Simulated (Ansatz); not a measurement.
# FH3NNbOS: the cost of one run

Computed with Ansatz 0.2.0, Gaussian basis. Level: the settings change from run to run.

## (1) The geometry

The geometry comes from an earlier relaxation with PBE0-D4 in a triple-zeta def2 set; it is a stationary point, not always the lowest conformer. Nb takes a core potential in def2 sets; no spin-orbit term is included.

SMILES `[NH2][Nb]([OH])([F])=[S]`, 8 atoms, charge 0, spin multiplicity 1.

Atoms are counted from 1 here; the program's logs count them from 0.

Bond lengths: N1–Nb2 1.948 Å, N1–H6 1.009 Å, N1–H7 1.012 Å, Nb2–O3 1.882 Å, Nb2–F4 1.871 Å, Nb2–S5 2.142 Å, O3–H8 0.959 Å. Angles: Nb2–N1–H6 126.3°, Nb2–N1–H7 122.7°, H6–N1–H7 110.9°, N1–Nb2–O3 109.1°, N1–Nb2–F4 110.0°, N1–Nb2–S5 106.0°, O3–Nb2–F4 108.4°, O3–Nb2–S5 111.8°, F4–Nb2–S5 111.5°, Nb2–O3–H8 131.4°.

## (2) BCCD(T)/def2-SVP

in.yaml

```yaml
crystal:
  periodic: [false, false, false]
  atoms:
    - {symbol: N, position_ang: [-0.456946, 1.382608, 0.173150]}
    - {symbol: Nb, position_ang: [0.443119, -0.283337, -0.286246]}
    - {symbol: O, position_ang: [-0.760016, -1.713684, -0.069446]}
    - {symbol: F, position_ang: [0.996274, -0.240610, -2.073533]}
    - {symbol: S, position_ang: [2.111416, -0.439527, 1.047887]}
    - {symbol: H, position_ang: [-0.133324, 2.073217, 0.833245]}
    - {symbol: H, position_ang: [-1.363216, 1.635541, -0.198847]}
    - {symbol: H, position_ang: [-0.745208, -2.471308, 0.517989]}
basis:
  gaussian: {orbitals: def2-SVP}
hamiltonian: {xc: {name: HF}}
correlation: {method: bccd_t}
```

Command:

```
> ansatz run in.yaml --threads 4 --pin off --events-out ev --progress --plain --max-ram 10444MiB
```

**Question.** How long does this run take on 4 threads of Intel Xeon 6975P-C, shared host, and how much memory does it need?

About 8.5 s, with a peak of 0.76 GiB.
